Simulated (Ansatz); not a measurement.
# CH₃FOZn: a ladder of functionals and wavefunction methods

The task here is to estimate one member of a computed series from the others.

Computed with Ansatz 0.2.0, Gaussian basis. Level: functionals in def2-TZVPP, the program's frozen cores in correlated methods.

The runs, in order: LDA (SPW92), PBE-D4, revPBE-D4, BLYP-D4, r2SCAN-D4, B97M-V, PBE0-D4, B3LYP-D4, r2SCANh-D4, r2SCAN0-D4, HSE06-D4, BHLYP-D4, CAM-B3LYP-D4, LC-ωPBE, ωB97X-V, ωB97M-V, B2PLYP, PBE-QIDH; CCSD(T)/def2-SVP; CCSD(T)/def2-TZVPP; CCSD(T)/def2-QZVPP; extrapolation to the limit.

## The geometry

All runs share one geometry, relaxed beforehand with PBE0-D4 in a triple-zeta def2 set.

SMILES `C[O][Zn][F]`, 7 atoms, charge 0, spin multiplicity 1.

Atoms are counted from 1 here; the program's logs count them from 0.

Bond lengths: C1–O2 1.404 Å, C1–H5 1.098 Å, C1–H6 1.098 Å, C1–H7 1.095 Å, O2–Zn3 1.757 Å, Zn3–F4 1.739 Å. Angles: O2–C1–H5 112.8°, O2–C1–H6 112.8°, O2–C1–H7 108.1°, H5–C1–H6 108.0°, H5–C1–H7 107.5°, H6–C1–H7 107.5°, C1–O2–Zn3 125.6°, O2–Zn3–F4 175.5°.

Coordinates:

```
C     0.21266    1.03991    0.02910
O     0.73098   -0.25481   -0.13005
Zn   -0.19987   -1.74359   -0.07336
F    -1.00548   -3.28463   -0.03954
H    -0.52756    1.29860   -0.73901
H    -0.25155    1.19382    1.01179
H     1.04080    1.75069   -0.05893
```

Set-up of the first run:

Contents of in.yaml:

```yaml
crystal:
  periodic: [false, false, false]
  atoms:
    - {symbol: C, position_ang: [0.212664, 1.039915, 0.029100]}
    - {symbol: O, position_ang: [0.730983, -0.254814, -0.130054]}
    - {symbol: Zn, position_ang: [-0.199870, -1.743588, -0.073355]}
    - {symbol: F, position_ang: [-1.005478, -3.284632, -0.039542]}
    - {symbol: H, position_ang: [-0.527564, 1.298602, -0.739010]}
    - {symbol: H, position_ang: [-0.251547, 1.193817, 1.011787]}
    - {symbol: H, position_ang: [1.040801, 1.750691, -0.058927]}
basis:
  gaussian: {orbitals: def2-TZVPP}
hamiltonian: {xc: lda}
output: {orbitals: {seedname: orbitals}}
```

The run is started by

```
$ ansatz run in.yaml --threads 2 --pin off --events-out ev --progress --plain --max-ram 32768MiB --backend cpu
```

Among the steps run: LDA; PBE-D4 (GGA); revPBE-D4 (GGA); BLYP-D4 (GGA); r2SCAN-D4 (meta-GGA); B97M-V (meta-GGA); B3LYP-D4 (hybrid); r2SCANh-D4 (hybrid); r2SCAN0-D4 (hybrid); HSE06-D4 (hybrid); BHLYP-D4 (hybrid); CAM-B3LYP-D4 (range-separated); LC-ωPBE (range-separated); ωB97X-V (range-separated); ωB97M-V (range-separated); B2PLYP (double hybrid); PBE-QIDH (double hybrid).

One of the session's tables, all rows but one given; the rest of the session is left out.

It belongs to the step «Frontier levels by functional». 

```
  functional  HOMO (eV)  LUMO (eV)  gap (eV)
 LDA (SPW92)      -6.50      -2.63      3.88
      PBE-D4      -6.30      -2.35      3.95
   revPBE-D4      -6.22      -2.23      3.99
     BLYP-D4          ?          ?         ?
   r2SCAN-D4      -6.59      -2.04      4.55
      B97M-V      -6.70      -2.28      4.41
     PBE0-D4      -7.82      -1.40      6.43
    B3LYP-D4      -7.62      -1.77      5.85
  r2SCANh-D4      -7.17      -1.70      5.47
  r2SCAN0-D4      -8.04      -1.21      6.83
    HSE06-D4      -7.41      -1.76      5.65
    BHLYP-D4      -9.33      -0.66      8.68
CAM-B3LYP-D4      -9.32      -0.53      8.79
     LC-ωPBE     -10.62       0.83     11.45
     ωB97X-V     -10.29       0.63     10.92
     ωB97M-V     -10.24       0.30     10.54
```

**Question.** Estimate the row for BLYP-D4.

Worked estimate for «HOMO (eV)». Against the share of exact exchange, B3LYP-D4 (0.2, -7.62), BHLYP-D4 (0.5, -9.33) give a slope of -5.70 per unit share; at 0 the line stands at -6.48.

**Answer.** HOMO (eV): -6.24; LUMO (eV): -2.36; gap (eV): 3.88. In «HOMO (eV)» the line misses by -0.24.
